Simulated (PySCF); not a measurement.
**SbI⁻: spin, charge, geometry and surroundings**

One physical setting of the base script is moved in each run, with the edits that it forces.

Program: PySCF 2.14.0. Level of theory: method and basis as typed in the scripts. These are calculated values, not measurements.

6 further runs of the same task are left out: 1 for a known fault of the program, 5 that didn't finish.

## 1. Where the work starts

SbI⁻: 2 atoms, charge -1, spin multiplicity 2.

Bond lengths: Sb1–I2 2.914 Å.

## 2. Base script

input.py reads:

```python
from pyscf import gto, scf, mp

mol = gto.M(
    atom='Sb 0 0 0; I 0 0 2.914',
    basis='sbkjc',
    ecp={'Sb': 'sbkjc', 'I': 'sbkjc'},
    charge=-1,
    spin=1,
    verbose=4,
)
mf = scf.UHF(mol)
mf.kernel()
mp.MP2(mf).kernel()
mf.dip_moment()
print('orbital energies (hartree):', [e[max(0, n-3):n+3].round(4) for e, n in zip(mf.mo_energy, mol.nelec)])
```

Command:

```console
$ python input.py
```

The log of this run is left out.

In short: E(SCF) = -16.561935 Eh, 10 cycles, E(MP2) − E(SCF) = -0.03432 Eh, ⟨S²⟩ = 0.754.

The bond length is a typed value, not an optimised one. The dipole of an ion depends on the origin.

## 3. Bond 2.564 Å

Edit 1 changes bond length: 2.914 Å → 2.564 Å.

input.py reads:

```python
from pyscf import gto, scf, mp

mol = gto.M(
    atom='Sb 0 0 0; I 0 0 2.564',
    basis='sbkjc',
    ecp={'Sb': 'sbkjc', 'I': 'sbkjc'},
    charge=-1,
    spin=1,
    verbose=4,
)
mf = scf.UHF(mol)
mf.kernel()
mp.MP2(mf).kernel()
mf.dip_moment()
print('orbital energies (hartree):', [e[max(0, n-3):n+3].round(4) for e, n in zip(mf.mo_energy, mol.nelec)])
```

Command:

```console
$ python input.py
```

## 4. Bond 4.371 Å

Edit 2 changes bond length: 2.914 Å → 4.371 Å.

input.py: that of step 2 with these lines changed.

```diff
@@ -3,3 +3,3 @@
 mol = gto.M(
-    atom='Sb 0 0 0; I 0 0 2.914',
+    atom='Sb 0 0 0; I 0 0 4.371',
     basis='sbkjc',
```

## 5. Electric field 0.01 a.u.

Edit 3 changes electric field: none → 0.01 a.u.

input.py: that of step 2 with these lines changed.

```diff
@@ -11,2 +11,7 @@
 mf = scf.UHF(mol)
+field = 0.01  # electric field along z, atomic units
+h = mf.get_hcore() + field*mol.intor('int1e_r')[2]
+mf.get_hcore = lambda *args: h
+e_nuc = mol.energy_nuc() - field*mol.atom_charges() @ mol.atom_coords()[:, 2]
+mf.energy_nuc = lambda *args: e_nuc
 mf.kernel()
```

Before running it: what results should come out? Wanted: for each run, E(SCF); from base; gap, α spin; after the SCF.

**Answer**, as computed:

```
                     run  E(SCF) (hartree)  from base (eV)  cycles  gap, α spin (eV)              after the SCF
                    base        -16.561935               0      10              7.22  MP2 correlation -0.934 eV
            bond 2.564 Å        -16.536020         +0.7052      10              7.89  MP2 correlation -0.909 eV
            bond 4.371 Å        -16.532878         +0.7907      11              5.97  MP2 correlation -0.812 eV
electric field 0.01 a.u.        -16.538115  not comparable      11              7.11  MP2 correlation -1.015 eV
```

Of the runs whose energies can be compared, “bond 4.371 Å” moves the SCF energy most (+0.791 eV).
